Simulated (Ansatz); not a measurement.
# ClH2NS2W: the cost of one run

Method: the settings change from run to run; program: Ansatz 0.2.0, Gaussian basis.

### Step 1. The relaxed structure

The structure was relaxed beforehand with PBE0-D4 in a triple-zeta def2 set. W takes a core potential in def2 sets; no spin-orbit term is included.

7 atoms, charge 0, spin multiplicity 1.

Atoms are counted from 1 here; the program's logs count them from 0.

Bond lengths: N1–W2 1.913 Å, N1–H6 1.010 Å, N1–H7 1.010 Å, W2–S3 2.120 Å, W2–S4 2.120 Å, W2–Cl5 2.264 Å. Angles: W2–N1–H6 123.6°, W2–N1–H7 123.6°, H6–N1–H7 112.1°, N1–W2–S3 107.9°, N1–W2–S4 107.9°, N1–W2–Cl5 110.2°, S3–W2–S4 111.1°, S3–W2–Cl5 109.9°, S4–W2–Cl5 109.9°.

Geometry (Å):

```csv
atom,x (Å),y (Å),z (Å)
N1,-0.5602,0.6904,0.8522
W2,0.3132,-0.3720,-0.4778
S3,1.8439,-1.4832,0.4789
S4,-1.1363,-1.6560,-1.3400
Cl5,1.2114,0.9570,-2.0758
H6,-1.5500,0.8905,0.8455
H7,-0.1221,0.9733,1.7170
```

### Step 2. B97/def2-mTZVP

Set apart from the defaults: density fitting with def2-universal-jkfit, high accuracy.

Input file in.yaml:

```yaml
crystal:
  periodic: [false, false, false]
  atoms:
    - {symbol: N, position_ang: [-0.560190, 0.690380, 0.852245]}
    - {symbol: W, position_ang: [0.313203, -0.371994, -0.477834]}
    - {symbol: S, position_ang: [1.843876, -1.483175, 0.478878]}
    - {symbol: S, position_ang: [-1.136266, -1.656014, -1.339985]}
    - {symbol: Cl, position_ang: [1.211393, 0.956995, -2.075786]}
    - {symbol: H, position_ang: [-1.549965, 0.890503, 0.845516]}
    - {symbol: H, position_ang: [-0.122052, 0.973305, 1.716965]}
basis:
  gaussian: {orbitals: def2-mTZVP, fitting: {mean_field: def2-universal-jkfit}}
hamiltonian: {xc: {name: B97}}
accuracy: high
output: {forces: true}
```

Command:

```
ansatz run in.yaml --threads 4 --pin off --events-out ev --progress --plain --max-ram 10444MiB
```

**Question.** How long does this run take on 4 threads of Arm Neoverse V2, shared host, and how much memory does it need?

About 14 s, with a peak of 0.6 GiB.
